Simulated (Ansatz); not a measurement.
# B₂H₃OPS: a ladder of functionals and wavefunction methods

An exercise on one series of results from a longer session: the logs are not shown, and one member is left open.

The runs use Ansatz 0.2.0, Gaussian basis; functionals in def2-TZVPP, the program's frozen cores in correlated methods.

Levels to be run: LDA (SPW92), PBE-D4, revPBE-D4, BLYP-D4, r2SCAN-D4, B97M-V, PBE0-D4, B3LYP-D4, r2SCANh-D4, r2SCAN0-D4, HSE06-D4, BHLYP-D4, CAM-B3LYP-D4, LC-ωPBE, ωB97X-V, ωB97M-V, B2PLYP, PBE-QIDH; CCSD(T)/def2-SVP; CCSD(T)/def2-TZVPP; MP2/def2-QZVPP; extrapolation to the limit; RPA on PBE.

### The geometry

All runs share one geometry, relaxed beforehand with PBE0-D4 in a triple-zeta def2 set.

SMILES `B1OBSP1`, 8 atoms, charge 0, spin multiplicity 1.

Atoms are counted from 1 here; the program's logs count them from 0.

Bond lengths: B1–O2 1.361 Å, B1–P5 1.928 Å, B1–H6 1.194 Å, O2–B3 1.380 Å, B3–S4 1.796 Å, B3–H7 1.190 Å, S4–P5 2.136 Å, P5–H8 1.424 Å. Angles: O2–B1–P5 115.1°, O2–B1–H6 120.3°, P5–B1–H6 124.6°, B1–O2–B3 119.1°, O2–B3–S4 118.4°, O2–B3–H7 120.4°, S4–B3–H7 121.2°, B3–S4–P5 94.8°, B1–P5–S4 91.8°, B1–P5–H8 92.2°, S4–P5–H8 99.7°.

The first run:

The input, in.yaml:

```yaml
crystal:
  periodic: [false, false, false]
  atoms:
    - {symbol: B, position_ang: [-0.543489, 0.925011, 0.366915]}
    - {symbol: O, position_ang: [0.785540, 0.716840, 0.573951]}
    - {symbol: B, position_ang: [1.403830, -0.345591, -0.052503]}
    - {symbol: S, position_ang: [0.410517, -1.417571, -1.096789]}
    - {symbol: P, position_ang: [-1.355846, -0.225202, -0.950373]}
    - {symbol: H, position_ang: [-1.118643, 1.785427, 0.962008]}
    - {symbol: H, position_ang: [2.569540, -0.536533, 0.094460]}
    - {symbol: H, position_ang: [-2.059348, -0.959580, 0.046432]}
basis:
  gaussian: {orbitals: def2-TZVPP}
hamiltonian: {xc: lda}
output: {orbitals: {seedname: orbitals}}
```

Started as:

```bash
$ ansatz run in.yaml --threads 2 --pin off --events-out ev --progress --plain --max-ram 4352MiB
```

Among the steps run: LDA; PBE-D4 (GGA); revPBE-D4 (GGA); BLYP-D4 (GGA); r2SCAN-D4 (meta-GGA); B97M-V (meta-GGA); PBE0-D4 (hybrid); B3LYP-D4 (hybrid); r2SCANh-D4 (hybrid); r2SCAN0-D4 (hybrid); HSE06-D4 (hybrid); BHLYP-D4 (hybrid); CAM-B3LYP-D4 (range-separated); LC-ωPBE (range-separated); ωB97X-V (range-separated); ωB97M-V (range-separated); B2PLYP (double hybrid); PBE-QIDH (double hybrid).

One of the session's tables, all rows but one given; the rest of the session is left out.

```
  functional  HOMO (eV)  LUMO (eV)  gap (eV)
 LDA (SPW92)      -6.54      -2.75      3.79
      PBE-D4      -6.40      -2.50      3.90
   revPBE-D4      -6.35      -2.40      3.95
     BLYP-D4      -6.23      -2.32      3.91
   r2SCAN-D4      -6.60      -2.18      4.42
      B97M-V      -6.68      -2.18      4.50
     PBE0-D4      -7.47      -1.53      5.94
    B3LYP-D4      -7.24      -1.72      5.52
  r2SCANh-D4      -7.00      -1.84      5.16
  r2SCAN0-D4      -7.60      -1.34      6.26
    HSE06-D4      -7.07      -1.91      5.16
    BHLYP-D4          ?          ?         ?
CAM-B3LYP-D4      -8.70      -0.40      8.30
     LC-ωPBE     -10.03       0.72     10.75
     ωB97X-V      -9.69       0.66     10.35
     ωB97M-V      -9.53       0.47     10.01
```

**Question.** Estimate the row for BHLYP-D4.

Worked estimate for «HOMO (eV)». Against the share of exact exchange, BLYP-D4 (0, -6.23), B3LYP-D4 (0.2, -7.24) give a slope of -5.05 per unit share; at 0.5 the line stands at -8.75.

**Answer.** HOMO (eV): -8.39; LUMO (eV): -0.43; gap (eV): 7.96. In «HOMO (eV)» the line misses by -0.36.
